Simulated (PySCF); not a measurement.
# CH7NSn: the cost of one run

Programs: PySCF 2.14.0, with routines of our own; each step states its level. All values are computed. Atoms count from 0.

## (1) The starting structure

10 atoms, charge 0, multiplicity 1; geometry from: GFN2-xTB.

## (2) Optimising the geometry at PBE0-D3(BJ)/def2-SVP

The job: settings as JSON, then the geometry in Å.

```
{"job": {"xc": "PBE0", "basis": "def2-SVP", "d3": "d3bj", "grid": 1, "maxiter": 30, "shake": 0.01, "kind": "geom"}, "charge": 0, "multiplicity": 1}
N     -1.706620     0.305270    -0.106000
C     -0.698640    -0.624560    -0.304790
Sn     1.371890     0.042300     0.180270
H     -1.576410     1.151380    -0.697900
H     -1.803880     0.620100     0.844470
H     -0.688270    -0.928820    -1.346260
H     -0.882050    -1.496230     0.313250
H      1.878220     1.401610    -0.704880
H      1.523320     0.583870     1.801090
H      2.632880    -1.075870    -0.000290
```

Launch:

```sh
> OMP_NUM_THREADS=1 python heavy_run.py task.json out
```

This one command runs all jobs of the session in turn.

**Question.** How long does this first job take on 1 thread of Intel Xeon Platinum 8488C, shared host, and how much memory does it need?

About 16 s, with a peak of 0.38 GiB.
